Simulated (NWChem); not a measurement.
# CH6AlNS (SMILES NC[S][AlH2]): levels of theory compared

Wanted: a comparison of 5 runs (HF/STO-3G, HF/3-21G, B3LYP/6-31G*, MP2/3-21G) of CH6AlNS. 

The results are computed with NWChem 7.3.0.

### Step 1. Starting point

The species is CH6AlNS (10 atoms), meant as a singlet with charge 0. SMILES: `NC[S][AlH2]`. The shape is that of a PBE0-D4/def2-TZVP optimisation. This is one conformer, not always the lowest.

Bond lengths: N1–C2 1.439 Å, C2–S3 1.833 Å, S3–Al4 2.168 Å, N1–H5 1.012 Å, N1–H6 1.013 Å, C2–H7 1.091 Å, C2–H8 1.097 Å, Al4–H9 1.580 Å, Al4–H10 1.586 Å. Some angles: N1–C2–S3 110.2°, C2–S3–Al4 101.3°, N1–C2–H7 108.7°, N1–C2–H8 115.5°, S3–C2–H7 106.0°, S3–C2–H8 108.1°, C2–N1–H5 111.2°, C2–N1–H6 110.8°, S3–Al4–H9 118.2°, S3–Al4–H10 117.3°.

### Step 2. Energy and forces at HF/STO-3G (run 1)

Contents of ch6alns.nw:

```
START ch6alns
TITLE "CH6AlNS hf"
memory 2200 mb
GEOMETRY noautosym nocenter noautoz
 N       -0.639600       1.524200       0.837500
 C       -0.122200       0.187400       0.965400
 S       -1.103800      -0.972000      -0.059800
 Al       0.321000      -1.476300      -1.614300
 H       -0.442700       1.907300      -0.078200
 H       -0.231900       2.135500       1.534300
 H       -0.251900      -0.141300       1.997800
 H        0.935600       0.063100       0.701300
 H       -0.126100      -2.498900      -2.732700
 H        1.744800      -0.780100      -1.548400
END
BASIS spherical bse
 * library STO-3G
END
SCF
 thresh 1e-08
 maxiter 80
END
TASK scf gradient
```

The run is started by

```
$ nwchem ch6alns.nw > ch6alns.out
```

Output:

```text
[...]
  functions       =    34
[...]
  wavefunction    = RHF
[...]
         Total SCF energy =   -726.829336011755
      One-electron energy =  -1410.714735088781
      Two-electron energy =    483.263717882464
 Nuclear repulsion energy =    200.621681194563
        Time for solution =      2.4s
[...]
                         RHF ENERGY GRADIENTS
    atom               coordinates                        gradient
                 x          y          z           x          y          z
   1 N      -1.208669   2.880320   1.582646    0.024609  -0.014553  -0.006448
   2 C      -0.230925   0.354135   1.824341    0.002059   0.052344   0.011156
   3 S      -2.085880  -1.836814  -0.113006   -0.025712   0.003588   0.019534
   4 Al      0.606602  -2.789802  -3.050585   -0.006022   0.000654   0.006505
   5 H      -0.836582   3.604274  -0.147777   -0.006576  -0.007845   0.014707
   6 H      -0.438227   4.035510   2.899407   -0.010226  -0.012406  -0.009031
   7 H      -0.476022  -0.267018   3.775295   -0.004114  -0.005535  -0.001869
   8 H       1.768028   0.119242   1.325265   -0.001356  -0.008098  -0.005943
   9 H      -0.238294  -4.722236  -5.164054   -0.014159  -0.029821  -0.032118
  10 H       3.297194  -1.474175  -2.926052    0.041497   0.021672   0.003507
[...]
```

Wall time 4.2 s (1 thread of AMD EPYC 7B13 (Zen 3), shared host); peak memory 0.098 GiB.

### Step 3. Energy and gradient at HF/3-21G (run 2)

Contents of run.py:

```python
from ase import Atoms
from ase.calculators.nwchem import NWChem

molecule = Atoms(['N', 'C', 'S', 'Al', 'H', 'H', 'H', 'H', 'H', 'H'], positions=[
    [-0.639600, 1.524200, 0.837500],
    [-0.122200, 0.187400, 0.965400],
    [-1.103800, -0.972000, -0.059800],
    [0.321000, -1.476300, -1.614300],
    [-0.442700, 1.907300, -0.078200],
    [-0.231900, 2.135500, 1.534300],
    [-0.251900, -0.141300, 1.997800],
    [0.935600, 0.063100, 0.701300],
    [-0.126100, -2.498900, -2.732700],
    [1.744800, -0.780100, -1.548400],
])

calc = NWChem(
    label='m1',
    theory='scf',
    memory='2200 mb',
    basis='3-21G',
    basispar='spherical bse',
    scf={'nopen': '0', 'rhf': None, 'thresh': '1e-08', 'maxiter': '80'},
)
molecule.calc = calc

forces = molecule.get_forces()
print("Total energy (eV):", round(molecule.get_potential_energy(), 6))
print("forces (eV/A):")
for s, f in zip(molecule.symbols, forces):
    print(f"{s:2s} {f[0]:10.5f} {f[1]:10.5f} {f[2]:10.5f}")
print("dipole (e A):", molecule.get_dipole_moment().round(4))
```

The run is started by

```
$ export ASE_NWCHEM_COMMAND="nwchem PREFIX.nwi > PREFIX.nwo"
$ python run.py
```

Output:

```text
Total energy (eV): -19903.15571
forces (eV/A):
N     0.62786    1.00083   -0.22523
C     0.98021   -0.21104    1.44609
S    -1.33985   -0.57922    0.04021
Al    0.63198   -0.47221   -1.06798
H    -0.34345   -0.03348    0.12619
H    -0.31640   -0.03924   -0.00118
H     0.07328    0.17910   -0.44192
H    -0.38623    0.17807    0.19263
H    -0.03162   -0.08737   -0.09523
H     0.10413    0.06448    0.02643
dipole (e A): [ 0.7348  0.2188 -0.0373]
```

The calculator wrote m1.nwi:

```
title "m1"

permanent_dir m1

scratch_dir m1

start m1

geometry units angstrom nocenter noautosym noautoz
  N  -6.3959999999999995e-01 1.5242000000000000e+00 8.3750000000000002e-01
  C  -1.2220000000000000e-01 1.8740000000000001e-01 9.6540000000000004e-01
  S  -1.1037999999999999e+00 -9.7199999999999998e-01 -5.9799999999999999e-02
  Al 3.2100000000000001e-01 -1.4762999999999999e+00 -1.6143000000000001e+00
  H  -4.4269999999999998e-01 1.9073000000000000e+00 -7.8200000000000006e-02
  H  -2.3190000000000000e-01 2.1355000000000000e+00 1.5343000000000000e+00
  H  -2.5190000000000001e-01 -1.4130000000000001e-01 1.9978000000000000e+00
  H  9.3559999999999999e-01 6.3100000000000003e-02 7.0130000000000003e-01
  H  -1.2609999999999999e-01 -2.4988999999999999e+00 -2.7326999999999999e+00
  H  1.7447999999999999e+00 -7.8010000000000002e-01 -1.5484000000000000e+00
end

memory 2200 mb

basis spherical bse noprint
   * library 3-21G
end

scf
  nopen 0
  rhf
  thresh 1e-08
  maxiter 80
end

task scf gradient
```

m1.nwo:

```text
Northwest Computational Chemistry Package (NWChem) 7.3.0
             --------------------------------------------------------

           Job information
           ---------------

    nwchem branch   = 7.3.0
    use scalapack   = T
    input           = m1.nwi
    prefix          = m1.
    data base       = m1/m1.db
    status          = startup
    nproc           =        1

           Memory information
           ------------------

[... 5 lines left out ...]
    hardfail = no
[... 138 lines left out ...]
         Quadratically convergent ROHF
[... 14 lines left out ...]
       Final RHF  results
[... 4 lines left out ...]
      Two-electron energy =    478.630895760654
[... 43 lines left out ...]
                       ROHF Final Molecular Orbital Analysis
[... 265 lines left out ...]
                 ----------------------------------------
                 |  Time  |  1-e(secs)   |  2-e(secs)   |
                 ----------------------------------------
                 |  CPU   |       0.00   |       1.15   |
                 ----------------------------------------
                 |  WALL  |       0.00   |       1.15   |
                 ----------------------------------------

 Task  times  cpu:        3.5s     wall:        3.5s
 Total times  cpu:        3.5s     wall:        3.5s
```

Run time: 4.8 s. Hardware: 1 thread of AMD EPYC 7B13 (Zen 3), shared host; peak memory 0.099 GiB.

Runs 3 to 4 aren't shown in full; the table further down has their settings and results.

### Step 4. Energy and forces at MP2/3-21G (run 5)

Contents of run.py:

```python
from ase import Atoms
from ase.calculators.nwchem import NWChem

system = Atoms('NCSAlHHHHHH', positions=[
    [-0.639600, 1.524200, 0.837500],
    [-0.122200, 0.187400, 0.965400],
    [-1.103800, -0.972000, -0.059800],
    [0.321000, -1.476300, -1.614300],
    [-0.442700, 1.907300, -0.078200],
    [-0.231900, 2.135500, 1.534300],
    [-0.251900, -0.141300, 1.997800],
    [0.935600, 0.063100, 0.701300],
    [-0.126100, -2.498900, -2.732700],
    [1.744800, -0.780100, -1.548400],
])

calc = NWChem(
    label='struct',
    theory='mp2',
    memory='2200 mb',
    basis='3-21G',
    basispar='spherical bse',
    scf={'nopen': '0', 'rhf': None, 'thresh': '1e-08', 'maxiter': '80'},
    mp2={'freeze': 'core 12', 'tight': None},
)
system.calc = calc

forces = system.get_forces()
print("Total energy (eV):", round(system.get_potential_energy(), 6))
print("forces (eV/A):")
for s, f in zip(system.symbols, forces):
    print(f"{s:2s} {f[0]:10.5f} {f[1]:10.5f} {f[2]:10.5f}")
```

The run is started by

```
$ export ASE_NWCHEM_COMMAND="nwchem PREFIX.nwi > PREFIX.nwo"
$ python run.py
```

Output:

```text
Total energy (eV): -19911.005805
forces (eV/A):
N    -0.25711    0.75488   -0.03337
C     1.06541   -0.10320    1.18708
S    -1.73462   -0.79648   -0.05204
Al    0.66859   -0.39605   -0.97255
H    -0.10372    0.19000   -0.52754
H     0.01085    0.35240    0.47781
H     0.02823    0.05672    0.03450
H     0.15154   -0.00658    0.06181
H    -0.09714   -0.19556   -0.20785
H     0.26801    0.14393    0.03204
```

The calculator wrote struct.nwi:

```
title "struct"

permanent_dir struct

scratch_dir struct

start struct

geometry units angstrom nocenter noautosym noautoz
  N  -6.3959999999999995e-01 1.5242000000000000e+00 8.3750000000000002e-01
  C  -1.2220000000000000e-01 1.8740000000000001e-01 9.6540000000000004e-01
  S  -1.1037999999999999e+00 -9.7199999999999998e-01 -5.9799999999999999e-02
  Al 3.2100000000000001e-01 -1.4762999999999999e+00 -1.6143000000000001e+00
  H  -4.4269999999999998e-01 1.9073000000000000e+00 -7.8200000000000006e-02
  H  -2.3190000000000000e-01 2.1355000000000000e+00 1.5343000000000000e+00
  H  -2.5190000000000001e-01 -1.4130000000000001e-01 1.9978000000000000e+00
  H  9.3559999999999999e-01 6.3100000000000003e-02 7.0130000000000003e-01
  H  -1.2609999999999999e-01 -2.4988999999999999e+00 -2.7326999999999999e+00
  H  1.7447999999999999e+00 -7.8010000000000002e-01 -1.5484000000000000e+00
end

memory 2200 mb

basis spherical bse noprint
   * library 3-21G
end

scf
  nopen 0
  rhf
  thresh 1e-08
  maxiter 80
end
mp2
  freeze core 12
  tight
end

task mp2 gradient
```

struct.nwo:

```text
Northwest Computational Chemistry Package (NWChem) 7.3.0
             --------------------------------------------------------

           Job information
           ---------------

    nwchem branch   = 7.3.0
    use scalapack   = T
    input           = struct.nwi
    prefix          = struct.
    data base       = struct/struct.db
    status          = startup
    nproc           =        1

           Memory information
           ------------------

[... 5 lines left out ...]
    hardfail = no
[... 140 lines left out ...]
 Convergence threshold     :          1.000E-08
[... 16 lines left out ...]
      One-electron energy =  -1410.680064407383
[... 44 lines left out ...]
                       ROHF Final Molecular Orbital Analysis
[... 398 lines left out ...]
  MP2 natural orbitals output to struct/struct.mp2nos
[... 11 lines left out ...]
                 ----------------------------------------
                 |  Time  |  1-e(secs)   |  2-e(secs)   |
                 ----------------------------------------
                 |  CPU   |       0.00   |       1.30   |
                 ----------------------------------------
                 |  WALL  |       0.00   |       1.30   |
                 ----------------------------------------
 -----------------------
 Task  times  cpu:        7.1s     wall:        7.1s
 Total times  cpu:        7.1s     wall:        7.1s
```

Run time: 8.4 s. Hardware: 1 thread of AMD EPYC 7B13 (Zen 3), shared host; peak memory 0.13 GiB.

### Step 5. All runs side by side

| run | level | iteration cap | module | energy (Eh) | dipole moment (D) | HOMO energy (eV) | LUMO energy (eV) | wall time |
| --- | --- | --- | --- | --- | --- | --- | --- | --- |
| 1 | HF/STO-3G | 80 | scf | -726.829336 | 2.64 | -6.34 | 8.60 | 4.2 s |
| 2 | HF/3-21G | 80 | scf | -731.427487 | 3.69 | -9.88 | 1.18 | 4.8 s |
| 3 | B3LYP/6-31G* (spherical functions) | 100 | dft | -737.096187 | 2.71 | -6.58 | -1.43 | 48 s |
| 4 | B3LYP/6-31G* (Cartesian functions) | 100 | dft | -737.102307 | 2.72 | – | – | 48 s |
| 5 | MP2/3-21G | 80 | mp2 | -731.715973 | 3.25 | -9.88 | 1.18 | 8.4 s |

### Step 6. Results

| quantity | value |
| --- | --- |
| run 5: total energy | -731.71597 Eh |
| run 5: dipole moment (of the density that the program reports) | 3.25 D |
| run 5: HOMO energy (Hartree–Fock orbitals) | -9.88 eV |
| run 5: LUMO energy (Hartree–Fock orbitals) | 1.18 eV |
| run 5: HOMO–LUMO gap (Hartree–Fock orbitals) | 11.06 eV |
| run 5: correlation energy (12 core orbitals frozen) | -288.5 mEh |
| run 5: largest force on an atom | 1.909 eV/Å |

The dipole moment (its size) runs from 2.64 D (HF/STO-3G) to 3.69 D (HF/3-21G). Over runs 1, 2, 3 the HOMO–LUMO gap runs from 5.15 eV (B3LYP/6-31G*) to 14.94 eV (HF/STO-3G). The two ends differ in method and basis. In run 1 the basis is minimal, so the values are rough. All runs together took 1.9 min, the longest 48 s.
